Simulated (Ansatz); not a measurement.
**SiH2Br−: one structure at several levels**

An exercise on one series of results from a longer session: the logs are not shown, and one member is left open.

The runs use Ansatz 0.2.0, Gaussian basis; single points in def2-TZVPPD.

Correlated methods freeze the cores. Filled d shells of the heavier atoms are correlated.

## The starting structure

SMILES `[SiH2-]Br`, 4 atoms, charge -1, spin multiplicity 1.

Atoms are counted from 1 here; the program's logs count them from 0.

Bond lengths: Si1–Br2 2.361 Å, Si1–H3 1.461 Å, Si1–H4 1.451 Å. Angles: Br2–Si1–H3 98.3°, Br2–Si1–H4 96.0°, H3–Si1–H4 102.0°.

As a file:

```xyz
4

Si   -0.2123   -0.3141   -0.5530
Br    1.6283   -0.2545    0.9252
H    -1.2675   -0.5391    0.4325
H    -0.2906    1.1199   -0.7570
```

The first run:

Input file run/in.yaml:

```yaml
crystal:
  periodic: [false, false, false]
  atoms:
    - {symbol: Si, position_ang: [-0.212300, -0.314100, -0.553000]}
    - {symbol: Br, position_ang: [1.628300, -0.254500, 0.925200]}
    - {symbol: H, position_ang: [-1.267500, -0.539100, 0.432500]}
    - {symbol: H, position_ang: [-0.290600, 1.119900, -0.757000]}
basis:
  gaussian: {orbitals: "def2-TZVPPD.json"}
total_charge: -1
correlation: {method: ccsd_t}
output: {forces: true}
```

The basis file named in the input lies beside it (Basis Set Exchange, JSON).

No record of the launch command was kept for these runs.

Steps of the session up to this table: CCSD(T)/def2-TZVPPD; PBE0-D4/def2-TZVPPD; wB97M-V/def2-TZVPPD; r2SCAN-D4/def2-TZVPPD; PBE-D4/def2-TZVPPD; HSE06-D4/def2-TZVPPD; wB97X-V/def2-TZVPPD.

One table of the session follows, with a row left open; its other results are not shown here.

```
   method  RMS force component (eV/Å)  angle to CCSD(T) forces (°)
  CCSD(T)                       0.842                    reference
  PBE0-D4                       0.873                          3.8
  wB97M-V                       0.829                          1.4
r2SCAN-D4                       0.870                          2.3
   PBE-D4                           ?                            ?
 HSE06-D4                       0.875                          3.8
  wB97X-V                       0.849                          2.3
```

**Question.** Estimate the row for PBE-D4.

As computed: RMS force component (eV/Å): 0.959; angle to CCSD(T) forces (°): 2.6. In the column «RMS force component (eV/Å)» it is the highest.
